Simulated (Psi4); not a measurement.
**One shape, several levels: triplet AlF3**

Wanted: a comparison of 6 runs (U-r2SCAN/6-311+G**, U-wB97M-V/6-311+G**, UBLYP/6-311+G**, UM06-2X/6-311+G**, USVWN5/6-311+G**, UTPSS/6-311+G**) of triplet AlF3. 

The results are computed with Psi4 1.11.

## (1) The molecule

The species is AlF3 (4 atoms), meant as a triplet with charge 0. SMILES of the parent species: `F[Al](F)F`. The coordinates come from a PBE0-D4/def2-TZVP relaxation. That shape belongs to the parent species and isn't relaxed for this state.

Bond lengths: F1–Al2 1.629 Å, Al2–F3 1.629 Å, Al2–F4 1.629 Å. Angles: F1–Al2–F3 120.0°, F1–Al2–F4 120.0°, F3–Al2–F4 120.0°.

## (2) A single-point energy at U-r2SCAN/6-311+G(d,p) (run 1)

job.inp reads:

```
memory 2.2 GB

molecule system {
  0 3
  F      0.859410    -0.722590     1.180170
  Al     0.000000    -0.000010     0.000000
  F     -1.440740    -0.612530    -0.450110
  F      0.581330     1.335130    -0.730040
  symmetry c1
  no_reorient
  no_com
}

set {
  basis 6-311+G**
  reference uks
  puream true
  e_convergence 1e-09
  d_convergence 1e-08
  scf_type pk
  dft_radial_points 99
  dft_spherical_points 590
  maxiter 100
}

e_tot, wfn = energy('r2scan', return_wfn=True)
```

The run is started by

```console
$ psi4 -n 1 job.inp job.out
```

job.out:

```text
[...]
  Running in c1 symmetry.
[...]
  Nuclear repulsion =  159.600526153884999
[...]
  Multiplicity = 3
[...]
  Nalpha       = 21
  Nbeta        = 19
[...]
    Number of basis functions: 96
[...]
   @UKS iter   1:  -541.73927838989539   -3.97027e-01   6.39564e-03 DIIS/ADIIS
[...]
   @UKS iter  15:  -541.84795112355596   -1.81899e-12   5.73138e-09 DIIS
[...]
   @S^2 Observed:                2.005325379E+00
[...]
    Orbital Energies [Eh]
    ---------------------
    Alpha Occupied:
       1A    -55.816968     2A    -24.564972     3A    -24.564963
       4A    -24.564954     5A     -4.131953     6A     -2.671083
       7A     -2.671082     8A     -2.669535     9A     -1.224247
      10A     -1.214162    11A     -1.214154    12A     -0.534206
      13A     -0.506013    14A     -0.506008    15A     -0.486582
      16A     -0.486580    17A     -0.474616    18A     -0.471637
      19A     -0.454209    20A     -0.454208    21A     -0.133447
    Alpha Virtual:
      22A     -0.080840    23A      0.017806    24A      0.017810
      25A      0.052199    26A      0.070318    27A      0.108658
[...]
  @UKS Final Energy:  -541.84795112355596
   => Energetics <=
    Nuclear Repulsion Energy =            159.6005261538849993
    One-Electron Energy =               -1072.1725987298748350
    Two-Electron Energy =                 420.6769613259479001
    DFT Exchange-Correlation Energy =     -49.9528398735139874
    Empirical Dispersion Energy =           0.0000000000000000
    VV10 Nonlocal Energy =                  0.0000000000000000
    Total Energy =                       -541.8479511235559585
[...]
 Multipole Moments:
 ------------------------------------------------------------------------------------
     Multipole            Electronic (a.u.)      Nuclear  (a.u.)        Total (a.u.)
 ------------------------------------------------------------------------------------
 L = 1.  Multiply by 2.5417464519 to convert [e a0] to [Debye]
 Dipole X            :         -0.0001869            0.0000000           -0.0001869
 Dipole Y            :         -0.0000687           -0.0000756           -0.0001443
 Dipole Z            :         -0.0002444            0.0003402            0.0000957
 Magnitude           :                                                    0.0002548
[...]
```

Run time: 89 s. Hardware: 1 thread of Intel Xeon at 2.50GHz (Skylake/Cascade Lake), shared host; peak memory 0.94 GiB.

## (3) A single-point energy at U-wB97M-V/6-311+G(d,p) (run 2)

alf3.xyz reads:

```xyz
4
AlF3
F      0.859410    -0.722590     1.180170
Al     0.000000    -0.000010     0.000000
F     -1.440740    -0.612530    -0.450110
F      0.581330     1.335130    -0.730040
```

calc.py reads:

```python
import psi4

psi4.set_memory(2200000000)
psi4.set_num_threads(1)
psi4.core.set_output_file('run.log', False)

with open('alf3.xyz') as f:
    atoms = ''.join(f.readlines()[2:])
geom = psi4.geometry('0 3\n' + atoms + 'symmetry c1')

psi4.set_options({
    'reference': 'uks',
    'puream': True,
    'e_convergence': 1e-09,
    'd_convergence': 1e-08,
    'scf_type': 'pk',
    'dft_radial_points': 99,
    'dft_spherical_points': 590,
    'maxiter': 100,
})

e_tot, wfn = psi4.energy("wb97m-v/6-311+G**", molecule=geom, return_wfn=True)
print(f'total energy {e_tot:.8f} hartree = {e_tot * 27.211386:.5f} eV')
```

The run is started by

```console
$ python calc.py
```

run.log:

```text
[...]
  Running in c1 symmetry.
[...]
  Nuclear repulsion =  159.600526153884999
[...]
  Multiplicity = 3
[...]
  Nalpha       = 21
  Nbeta        = 19
[...]
    Number of basis functions: 96
[...]
   @UKS iter   1:  -541.80019971987406   -7.44818e-01   5.18128e-03 ADIIS/DIIS
[...]
   @UKS iter  11:  -541.87626161867092   -1.15961e-11   5.31271e-09 DIIS
[...]
   @S^2 Observed:                2.010335924E+00
[...]
    Orbital Energies [Eh]
    ---------------------
    Alpha Occupied:
       1A    -56.366422     2A    -24.988084     3A    -24.988075
       4A    -24.988067     5A     -4.355319     6A     -2.869572
       7A     -2.869572     8A     -2.867460     9A     -1.401962
      10A     -1.391366    11A     -1.391358    12A     -0.697649
      13A     -0.665437    14A     -0.665434    15A     -0.644394
      16A     -0.644393    17A     -0.632224    18A     -0.626581
      19A     -0.613773    20A     -0.613766    21A     -0.218269
    Alpha Virtual:
      22A      0.007928    23A      0.034588    24A      0.034592
      25A      0.066271    26A      0.071259    27A      0.143070
[...]
  @UKS Final Energy:  -541.87626161867092
   => Energetics <=
    Nuclear Repulsion Energy =            159.6005261538849993
    One-Electron Energy =               -1071.8199124100669906
    Two-Electron Energy =                 407.6035273542512414
    DFT Exchange-Correlation Energy =     -37.4287810797007552
    Empirical Dispersion Energy =           0.0000000000000000
    VV10 Nonlocal Energy =                  0.1683783629606310
    Total Energy =                       -541.8762616186709238
[...]
 Multipole Moments:
 ------------------------------------------------------------------------------------
     Multipole            Electronic (a.u.)      Nuclear  (a.u.)        Total (a.u.)
 ------------------------------------------------------------------------------------
 L = 1.  Multiply by 2.5417464519 to convert [e a0] to [Debye]
 Dipole X            :         -0.0000070           -0.0000000           -0.0000070
 Dipole Y            :          0.0000622           -0.0000037            0.0000585
 Dipole Z            :          0.0000351           -0.0000019            0.0000333
 Magnitude           :                                                    0.0000676
[...]
```

Standard output:

```text
total energy -541.87626162 hartree = -14745.20412 eV
```

It took 2.3 min on 1 thread of Intel Xeon at 2.50GHz (Skylake/Cascade Lake), shared host; peak memory 1 GiB.

Runs 3 to 5 aren't shown in full; the table further down has their settings and results.

## (4) Energy and forces at UTPSS/6-311+G(d,p) (run 6)

calc.in reads:

```
memory 2200 MB

molecule m {
  0 3
  F      0.859410    -0.722590     1.180170
  Al     0.000000    -0.000010     0.000000
  F     -1.440740    -0.612530    -0.450110
  F      0.581330     1.335130    -0.730040
  symmetry c1
}

set {
  basis                6-311+G**
  reference            uks
  puream               true
  e_convergence        1e-09
  d_convergence        1e-08
  scf_type             pk
  dft_radial_points    99
  dft_spherical_points 590
  maxiter              100
}

energy_value, wavefunction = gradient("tpss", return_wfn=True)
```

The run is started by

```console
$ psi4 -i calc.in -o calc.out -n 1
```

calc.out:

```text
[...]
  Running in c1 symmetry.
[...]
  Nuclear repulsion =  159.600526153884999
[...]
  Multiplicity = 3
[...]
  Nalpha       = 21
  Nbeta        = 19
[...]
    Number of basis functions: 96
[...]
   @UKS iter   1:  -541.91667922112481   -3.55166e-01   6.69257e-03 ADIIS/DIIS
[...]
   @UKS iter  15:  -542.03503504017044   -7.95808e-13   2.43092e-09 DIIS
[...]
   @S^2 Observed:                2.003632133E+00
[...]
  @UKS Final Energy:  -542.03503504017044
   => Energetics <=
    Nuclear Repulsion Energy =            159.6005261538849993
    One-Electron Energy =               -1072.1765090647256784
    Two-Electron Energy =                 420.6655481019668059
    DFT Exchange-Correlation Energy =     -50.1246002312965544
    Empirical Dispersion Energy =           0.0000000000000000
    VV10 Nonlocal Energy =                  0.0000000000000000
    Total Energy =                       -542.0350350401704418
[...]
 Multipole Moments:
 ------------------------------------------------------------------------------------
     Multipole            Electronic (a.u.)      Nuclear  (a.u.)        Total (a.u.)
 ------------------------------------------------------------------------------------
 L = 1.  Multiply by 2.5417464519 to convert [e a0] to [Debye]
 Dipole X            :         -0.0000277           -0.0000000           -0.0000277
 Dipole Y            :          0.0000384           -0.0000037            0.0000347
 Dipole Z            :          0.0000436           -0.0000019            0.0000418
 Magnitude           :                                                    0.0000609
[...]
  -Total Gradient:
     Atom            X                  Y                   Z
    ------   -----------------  -----------------  -----------------
       1       -0.040123844047     0.033685832105    -0.055059647591
       2       -0.000001245459     0.000005354917     0.000003036844
       3        0.067252052641     0.028606712056     0.020996077100
       4       -0.027082148025    -0.062254884241     0.034054475885
[...]
```

Wall time 97 s (1 thread of Intel Xeon at 2.50GHz (Skylake/Cascade Lake), shared host); peak memory 0.93 GiB.

## (5) The series

```tsv
run	level	task	energy (Eh)	dipole moment (D)	HOMO energy (eV)	⟨S²⟩	wall time
1	U-r2SCAN/6-311+G**	energy	-541.847951	0.00	-3.63	2.005	89 s
2	U-wB97M-V/6-311+G**	energy	-541.876262	0.00	-5.94	2.010	2.3 min
3	UBLYP/6-311+G**	gradient	-542.003961	0.00	-3.43	2.003	38 s
4	UM06-2X/6-311+G**	energy	-541.832915	0.00	-5.03	2.017	73 s
5	USVWN5/6-311+G**	gradient	-539.072254	0.00	-3.68	2.001	22 s
6	UTPSS/6-311+G**	gradient	-542.035035	0.00	-3.51	2.004	97 s
```

## (6) Summary of results

```
                                 quantity          value
                      run 6: total energy  -542.03504 Eh
                     run 6: dipole moment         0.00 D
run 6: HOMO energy (highest over α and β)       -3.51 eV
                              run 6: ⟨S²⟩          2.004
          run 6: largest force on an atom     3.910 eV/Å
```

What this shows: Totals of different functionals can't be ranked against each other. All runs together took 7.6 min, the longest 2.3 min.
